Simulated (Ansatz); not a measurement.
# F2H5NO2Si2: a ladder of functionals and wavefunction methods

How much do the methods differ for F2H5NO2Si2? The plan is to run it at one geometry with functionals of several rungs and with coupled cluster. The yardstick is the atomisation energy at the CCSD(T) limit.

Program: Ansatz 0.2.0, Gaussian basis. Level of theory: functionals in def2-TZVPP, the program's frozen cores in correlated methods. These are calculated values, not measurements.

The runs, in order: PBE-D4, r2SCAN-D4, PBE0-D4, B3LYP-D4, ωB97X-V, ωB97M-V, B2PLYP; CCSD(T)/def2-TZVPP; MP2/def2-QZVPP; extrapolation to the limit.

## (1) Structure used throughout

The geometry comes from an earlier relaxation with PBE0-D4 in a triple-zeta def2 set; it is a stationary point, not always the lowest conformer.

SMILES `O[SiH](O)N[SiH](F)F`, 12 atoms, charge 0, spin multiplicity 1.

Atoms are counted from 1 here; the program's logs count them from 0.

Bond lengths: O1–Si2 1.630 Å, O1–H8 0.958 Å, Si2–O3 1.637 Å, Si2–N4 1.717 Å, Si2–H9 1.483 Å, O3–H10 0.959 Å, N4–Si5 1.696 Å, N4–H11 1.011 Å, Si5–F6 1.587 Å, Si5–F7 1.592 Å, Si5–H12 1.468 Å. Angles: Si2–O1–H8 118.0°, O1–Si2–O3 109.2°, O1–Si2–N4 108.1°, O1–Si2–H9 109.9°, O3–Si2–N4 107.2°, O3–Si2–H9 111.0°, N4–Si2–H9 111.4°, Si2–O3–H10 118.3°, Si2–N4–Si5 126.1°, Si2–N4–H11 117.9°, Si5–N4–H11 116.0°, N4–Si5–F6 107.4°, N4–Si5–F7 109.7°, N4–Si5–H12 116.8°, F6–Si5–F7 107.8°, F6–Si5–H12 108.3°, F7–Si5–H12 106.5°.

## (2) PBE-D4 (GGA)

in.yaml

```yaml
crystal:
  periodic: [false, false, false]
  atoms:
    - {symbol: O, position_ang: [-1.345216, -0.332437, -1.982930]}
    - {symbol: Si, position_ang: [-0.894502, 0.483593, -0.645527]}
    - {symbol: O, position_ang: [-1.679956, -0.133755, 0.651616]}
    - {symbol: N, position_ang: [0.782827, 0.215145, -0.398025]}
    - {symbol: Si, position_ang: [1.483416, -0.568209, 0.933194]}
    - {symbol: F, position_ang: [3.046683, -0.301325, 0.873489]}
    - {symbol: F, position_ang: [0.930855, 0.071259, 2.282421]}
    - {symbol: H, position_ang: [-2.230342, -0.188877, -2.320674]}
    - {symbol: H, position_ang: [-1.192406, 1.927139, -0.810735]}
    - {symbol: H, position_ang: [-1.591031, 0.316440, 1.493910]}
    - {symbol: H, position_ang: [1.423332, 0.527608, -1.114780]}
    - {symbol: H, position_ang: [1.266342, -2.016571, 1.038021]}
basis:
  gaussian: {orbitals: def2-TZVPP}
hamiltonian: {xc: pbe, dispersion: d4}
output: {forces: true, orbitals: {seedname: orbitals}}
```

Launch:

```bash
> ansatz run in.yaml --threads 2 --pin off --events-out ev --progress --plain --max-ram 32768MiB --backend cuda --devices 0, --max-vram 18GiB
```

Further steps of the session: r2SCAN-D4 (meta-GGA); PBE0-D4 (hybrid); B3LYP-D4 (hybrid); ωB97X-V (range-separated); ωB97M-V (range-separated); B2PLYP (double hybrid); CCSD(T) in def2-TZVPP; MP2 in def2-QZVPP.

**Question.** What will the summary of the whole plan be? Wanted: atomisation energy, CCSD(T)/CBS; farthest; mean size of error, hybrid; mean size of error, range-separated; gap, smallest and largest; T1 diagnostic; triples share of the correlation energy.

As calculated:

| quantity | value |
| --- | --- |
| atomisation energy, CCSD(T)/CBS | 1165.2 kcal/mol |
| functionals within 5.8 kcal/mol (0.5 %) | PBE-D4, ωB97X-V, ωB97M-V |
| farthest | PBE0-D4 (-25.7 kcal/mol) |
| mean size of error, hybrid | 20.3 kcal/mol |
| mean size of error, range-separated | 4.2 kcal/mol |
| gap, smallest and largest | 6.73 eV (PBE-D4), 13.49 eV (ωB97X-V) |
| T1 diagnostic | 0.0116 |
| triples share of the correlation energy | 3.2 % |

**Reading.** PBE-D4 is off by +0.6 kcal/mol. Double hybrids carry the basis error of their MP2 part in triple zeta, and no dispersion term here, so their miss is partly the set-up's. The reference freezes the cores and leaves out relativity and excitations past (T), so misses under about 5.8 kcal/mol can't be ranked. Hartree-Fock recovers 71 % of the binding; the rest is correlation. The gap grows from 6.7 to 13.5 eV across the functionals, mostly with the share of exact exchange.
